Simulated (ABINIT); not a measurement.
MoN2:

```
Mo N
1.0
     4.34805    0.00000    0.00000
     0.00000    4.34805    0.00000
     0.00000    0.00000    2.76746
Mo N
2 4
Direct
  0.00000 0.00000 0.00000
  0.50000 0.50000 0.00000
  0.61165 0.88835 0.50000
  0.38835 0.11165 0.50000
  0.11165 0.61165 0.50000
  0.88835 0.38835 0.50000
```

Measurements of this composition are mostly on another form, of space group No. 160.

```yaml
Program: ABINIT 10.8.3 (patched build)
Task: single point
Functional: PBEsol
Potentials_or_basis: PseudoDojo NC SR PBEsol v0.4.1 standard
Cutoff: 1143 eV
k_mesh: 6 × 6 × 10
Occupations: fermi-dirac, width 0.05 eV
Spin: no spin polarisation
```

On this cell: pressure -13.2 GPa; largest force 0.231 eV/Å; band gap on the k mesh none (metal or under the smearing width).

The same run follows on a disturbed copy (atoms moved at random, drawn with an rms of 0.05 Å):

```
CELL_PARAMETERS angstrom
4.34805 0.00000 0.00000
0.00000 4.34805 0.00000
0.00000 0.00000 2.76746
ATOMIC_POSITIONS crystal
Mo 0.00546 0.01441 0.98945
Mo 0.50382 0.50326 0.99801
N 0.61578 0.88571 0.49528
N 0.38349 0.11590 0.49763
N 0.10695 0.61302 0.50859
N 0.87787 0.38940 0.48793
```

Problem. What changes?

Solution. The energy (extrapolated to zero smearing) moves by +18.0 meV/atom; pressure -14.0 GPa; largest force 1.294 eV/Å; band gap on the k mesh none (metal or under the smearing width).

Forces on the atoms (eV/Å):
```
Mo  -0.460 -1.144  0.065
Mo  -0.985 -0.063 -0.046
N   -0.752  0.728  0.061
N    0.714 -0.546 -0.092
N    0.426  0.463 -0.479
N    1.057  0.562  0.491
```

Stress tensor (GPa, compression positive):
```
-14.12   0.29  -0.19
  0.29 -13.63  -0.35
 -0.19  -0.35 -14.25
```
